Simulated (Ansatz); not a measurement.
# ScPd3: the cost of one run

Computed with the Python package of Ansatz 0.2.0. The levels of theory stand in the script.

## Step 1: The structure

It takes space group Pm-3m (No. 221, cubic). Conventional cell: a = 3.982 Å, b = 3.982 Å, c = 3.982 Å, α = 90.00°, β = 90.00°, γ = 90.00°. Around Sc (site symmetry m-3m) lie 12 Pd at 2.82 Å. Pd (site symmetry 4/mmm) has 4 Sc at 2.82 Å and 8 Pd at 2.82 Å in its first shell of neighbours.

The script holds or builds the structure itself.

## Step 2: The code

scpd3.py reads:

```python
from dataclasses import dataclass

import ansatz as az
import numpy as np


@dataclass
class Options:
    kgrid: tuple[int, ...] = (7, 7, 7)
    smearing: str = 'cold'
    smearing_width: float = 0.2
    tolerance: float = 1e-07
    force_tol: float = 0.1


cfg = Options()

def edges_and_angles(cell):
    cell = np.asarray(cell)
    a, b, c = np.linalg.norm(cell, axis=1)
    cosines = cell[1] @ cell[2] / (b * c), cell[0] @ cell[2] / (a * c), cell[0] @ cell[1] / (a * b)
    return (a, b, c, *np.degrees(np.arccos(cosines)))

vectors = np.array([
    [3.982, 0.0, 0.0],
    [0.0, 3.982, 0.0],
    [0.0, 0.0, 3.982],
])
structure = (
    az.Lattice.of(vectors)
    .atom('Sc', (0.0, 0.0, 0.0))
    .atom('Pd', (0.0, 0.5, 0.5))
    .atom('Pd', (0.5, 0.0, 0.5))
    .atom('Pd', (0.5, 0.5, 0.0))
)

calculation = structure.calculation()
calculation = calculation.kpoints(*cfg.kgrid, shift=0.5)
calculation = calculation.occupations(cfg.smearing, width=cfg.smearing_width)
calculation = calculation.initial_density(normalization='cell').scf(tolerance=cfg.tolerance)
calculation = calculation.relax(cell=True, force_tolerance=cfg.force_tol, max_steps=40)

levels = [('lda', 'none'), ('pbesol', 'none'), ('pbesol', 'd3bj')]
print('level            a       b       c    alpha   beta  gamma  V/atom  steps')
for name, dispersion in levels:
    seen = []
    run = calculation.functional(name, dispersion=dispersion).session().plan()
    done = run.execute(on_event=lambda e: seen.append(e) if e['event'] == 'relax_step' else None)
    cell = done.lattice.cell_ang
    label = name if dispersion == 'none' else f'{name}+{dispersion}'
    print('{:13s} {:7.4f} {:7.4f} {:7.4f} {:6.2f} {:6.2f} {:6.2f}'.format(label, *edges_and_angles(cell)), f'{abs(np.linalg.det(cell)) / len(done.lattice.sites):7.3f} {len(seen):5d}')
```

## Step 3: What the engine is handed

The engine receives this input (first run):

```yaml
crystal:
  lattice:
    - [3.982, 0.0, 0.0]
    - [0.0, 3.982, 0.0]
    - [0.0, 0.0, 3.982]
  atoms:
    - { symbol: Sc, position: [0.0, 0.0, 0.0] }
    - { symbol: Pd, position: [0.0, 0.5, 0.5] }
    - { symbol: Pd, position: [0.5, 0.0, 0.5] }
    - { symbol: Pd, position: [0.5, 0.5, 0.0] }
kpoints:
  mp_grid:
    grid: [7, 7, 7]
    shift: [0.5, 0.5, 0.5]
hamiltonian:
  xc: lda
  dispersion: none
scf:
  convergence:
    dr2_threshold: 1.0e-07
  occupations:
    method: cold
    width: 0.2
  initial_density:
    normalization: cell
relax:
  f_tol: 0.1
  max_steps: 40
  cell: {}
```

## Step 4: Running it

Started as:

```
> python scpd3.py
```

What time and memory should one allow on 1 thread of Arm Neoverse V2, shared host?

About 34 s, with a peak of 0.43 GiB.
